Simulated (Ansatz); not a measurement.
Write a Python script for Ansatz 0.2.0, Python API that makes energies of removing a hydrogen of FH₇OSi₃, SMILES F[SiH2]O[SiH2][SiH3]. Settings (for the species named): PBE, def2-TZVP basis, multiplicity 1.

```yaml
atoms:
  - { symbol: F, position_ang: [3.3298, 0.6470, 1.0157] }
  - { symbol: Si, position_ang: [1.8913, 1.0825, 0.4644] }
  - { symbol: O, position_ang: [1.2441, -0.1869, -0.3742] }
  - { symbol: Si, position_ang: [-0.1835, -0.5977, -1.1065] }
  - { symbol: Si, position_ang: [-1.9133, -0.7711, 0.4284] }
  - { symbol: H, position_ang: [1.0069, 1.4150, 1.6070] }
  - { symbol: H, position_ang: [2.0307, 2.2591, -0.4263] }
  - { symbol: H, position_ang: [-0.5102, 0.4409, -2.1183] }
  - { symbol: H, position_ang: [-0.0017, -1.8885, -1.8196] }
  - { symbol: H, position_ang: [-2.0929, 0.5313, 1.1273] }
  - { symbol: H, position_ang: [-3.1910, -1.1227, -0.2490] }
  - { symbol: H, position_ang: [-1.6103, -1.8089, 1.4511] }
```

Script `fh7osi3_bde.py`:
```python
"""Cost of removing each kind of hydrogen from FH7OSi3, fragments frozen."""

import ansatz as az

BASIS = "def2-TZVP"
FUNCTIONAL = "pbe"


def total_energy(molecule, charge=0, unpaired=0):
    calc = molecule.calculation().basis(gaussian=BASIS).functional(FUNCTIONAL)
    if charge:
        calc = calc.charge(charge)
    if unpaired:
        calc = calc.spin("collinear", total=unpaired)
    report = calc.run().report
    if report["published_state_doubts"]:
        print("  doubts:", report["published_state_doubts"])
    return report["free_energy_ev"]

GEOMETRY = """
F     3.32980    0.64700    1.01570
Si    1.89130    1.08250    0.46440
O     1.24410   -0.18690   -0.37420
Si   -0.18350   -0.59770   -1.10650
Si   -1.91330   -0.77110    0.42840
H     1.00690    1.41500    1.60700
H     2.03070    2.25910   -0.42630
H    -0.51020    0.44090   -2.11830
H    -0.00170   -1.88850   -1.81960
H    -2.09290    0.53130    1.12730
H    -3.19100   -1.12270   -0.24900
H    -1.61030   -1.80890    1.45110
"""

def without(molecule, index):
    rest = az.Crystal.molecule()
    for i, site in enumerate(molecule.cartesian_sites):
        if i != index:
            rest = rest.atom(site.symbol, site.position_ang)
    return rest

fh7osi3 = az.Crystal.molecule()
for line in GEOMETRY.strip().splitlines():
    symbol, *xyz = line.split()
    fh7osi3 = fh7osi3.atom(symbol, [float(v) for v in xyz])

whole = total_energy(fh7osi3, 0)
hydrogen = total_energy(az.Crystal.molecule().atom("H", (0, 0, 0)), 0, 1)
print(f"E(molecule) = {whole:.5f} eV, E(H) = {hydrogen:.5f} eV")
for index in [6, 8, 11]:
    radical = total_energy(without(fh7osi3, index), 0, 1)
    print(f"H{index}: homolysis {23.060548 * (radical + hydrogen - whole):.1f} kcal/mol")
```

```console
$ python fh7osi3_bde.py
E(molecule) = -28500.08706 eV, E(H) = -13.59523 eV
H6: homolysis 92.8 kcal/mol
H8: homolysis 88.4 kcal/mol
H11: homolysis 87.9 kcal/mol
```

Total energies depend on the basis set; only differences at equal settings carry meaning. The geometry is a force-field or estimated start, not a minimum of this method, and the basis set is short of its limit. All parts are taken at fixed geometry, without zero-point energy. This functional overbinds, so such energies come out a few per cent too high (LDA far more). Finished in 46 s on 1 thread of Arm Neoverse V1 (shared host), peak memory 0.37 GiB.

(Lines on the test bed's own set-up are left out of the output.)
